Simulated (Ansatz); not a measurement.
# Ge(SMe)2Me2 (C₄H₁₂GeS₂): structure and electronic state

What does Ge(SMe)2Me2 (C₄H₁₂GeS₂) look like as a singlet, and where do its frontier electrons sit?

The runs use Ansatz 0.2.0, Gaussian basis; RKS PBE0-D4/def2-TZVP.

The runs, in order: relaxation at r2SCAN-D4/def2-SVP; a single point at PBE0-D4/def2-TZVP.

2 further runs of the same task are left out: 2 set aside as unsound or not needed.

### Step 1. The system as given

19 atoms, charge 0, spin multiplicity 1.

Atoms are counted from 1 here; the program's logs count them from 0.

Bond lengths: Ge1–S2 2.242 Å, Ge1–S7 2.267 Å, Ge1–C12 2.015 Å, Ge1–C16 2.002 Å, S2–C3 1.826 Å, C3–H4 1.086 Å, C3–H5 1.085 Å, C3–H6 1.086 Å, S7–C8 1.821 Å, C8–H9 1.085 Å, C8–H10 1.085 Å, C8–H11 1.085 Å, C12–H13 1.085 Å, C12–H14 1.086 Å, C12–H15 1.085 Å, C16–H17 1.086 Å, C16–H18 1.085 Å, C16–H19 1.086 Å. Angles: S2–Ge1–S7 108.4°, S2–Ge1–C12 110.5°, S2–Ge1–C16 107.6°, S7–Ge1–C12 108.4°, S7–Ge1–C16 111.0°, C12–Ge1–C16 110.8°, Ge1–S2–C3 100.7°, S2–C3–H4 109.6°, S2–C3–H5 106.1°, S2–C3–H6 109.9°, H4–C3–H5 110.2°, H4–C3–H6 110.9°, H5–C3–H6 110.0°, Ge1–S7–C8 99.3°, S7–C8–H9 110.1°, S7–C8–H10 105.9°, S7–C8–H11 110.1°, H9–C8–H10 109.9° and more.

As a file:

| atom | x (Å) | y (Å) | z (Å) |
| --- | --- | --- | --- |
| Ge1 | -0.35689 | -0.29903 | 0.24657 |
| S2 | -0.17848 | -0.64603 | 2.45478 |
| C3 | 1.21353 | 0.46340 | 2.86134 |
| H4 | 2.06869 | 0.21816 | 2.23880 |
| H5 | 1.44706 | 0.28290 | 3.90507 |
| H6 | 0.91595 | 1.49808 | 2.72030 |
| S7 | 1.72407 | -0.32241 | -0.65333 |
| C8 | 1.29005 | -0.09978 | -2.40797 |
| H9 | 0.69253 | -0.93756 | -2.75289 |
| H10 | 2.23171 | -0.07138 | -2.94587 |
| H11 | 0.75829 | 0.83646 | -2.54490 |
| C12 | -1.18893 | 1.49923 | -0.12142 |
| H13 | -1.56284 | 1.53686 | -1.13940 |
| H14 | -0.46566 | 2.29753 | 0.01838 |
| H15 | -2.01876 | 1.65406 | 0.56001 |
| C16 | -1.48212 | -1.77261 | -0.50956 |
| H17 | -1.84547 | -1.50470 | -1.49770 |
| H18 | -2.33227 | -1.93904 | 0.14397 |
| H19 | -0.91046 | -2.69413 | -0.57619 |

The start is a GFN2-xTB geometry.

### Step 2. Optimising with r2SCAN-D4/def2-SVP

in.yaml

```yaml
crystal:
  periodic: [false, false, false]
  atoms:
    - {symbol: Ge, position_ang: [-0.356890, -0.299030, 0.246570]}
    - {symbol: S, position_ang: [-0.178480, -0.646030, 2.454780]}
    - {symbol: C, position_ang: [1.213530, 0.463400, 2.861340]}
    - {symbol: H, position_ang: [2.068690, 0.218160, 2.238800]}
    - {symbol: H, position_ang: [1.447060, 0.282900, 3.905070]}
    - {symbol: H, position_ang: [0.915950, 1.498080, 2.720300]}
    - {symbol: S, position_ang: [1.724070, -0.322410, -0.653330]}
    - {symbol: C, position_ang: [1.290050, -0.099780, -2.407970]}
    - {symbol: H, position_ang: [0.692530, -0.937560, -2.752890]}
    - {symbol: H, position_ang: [2.231710, -0.071380, -2.945870]}
    - {symbol: H, position_ang: [0.758290, 0.836460, -2.544900]}
    - {symbol: C, position_ang: [-1.188930, 1.499230, -0.121420]}
    - {symbol: H, position_ang: [-1.562840, 1.536860, -1.139400]}
    - {symbol: H, position_ang: [-0.465660, 2.297530, 0.018380]}
    - {symbol: H, position_ang: [-2.018760, 1.654060, 0.560010]}
    - {symbol: C, position_ang: [-1.482120, -1.772610, -0.509560]}
    - {symbol: H, position_ang: [-1.845470, -1.504700, -1.497700]}
    - {symbol: H, position_ang: [-2.332270, -1.939040, 0.143970]}
    - {symbol: H, position_ang: [-0.910460, -2.694130, -0.576190]}
basis:
  gaussian: {orbitals: def2-SVP}
hamiltonian: {xc: r2scan, dispersion: d4}
scf: {lower_state_search: "off"}
output: {orbitals: {seedname: orbitals}}
relax: {f_tol: 0.02, max_steps: 100}
```

On the command line:

```
$ ansatz run in.yaml --threads 2 --pin off --events-out ev --progress --plain --max-ram 31744MiB --backend cuda --devices 0, --max-vram 18GiB
```

The runs that follow: Single point, PBE0-D4/def2-TZVP.

Q: Predict the results of all the runs planned. Wanted: point group; commonest bond, hydrogen aside; HOMO, LUMO at PBE0-D4/def2-TZVP; dipole at r2SCAN-D4/def2-SVP.

As calculated:

| quantity | value |
| --- | --- |
| point group | C1 |
| commonest bond, hydrogen aside | Ge–S, 2 of mean length 2.235 Å |
| HOMO, LUMO at PBE0-D4/def2-TZVP | -6.56, 0.33 eV |
| dipole at r2SCAN-D4/def2-SVP | 2.90 D |

What this shows: The molecule keeps its bonding pattern by the stored test; the atoms moved 0.41 Å (rms). No usable vibrations, so a minimum isn't proven. The point group is read from a loosely relaxed geometry; soft torsions can leave it below the true symmetry.
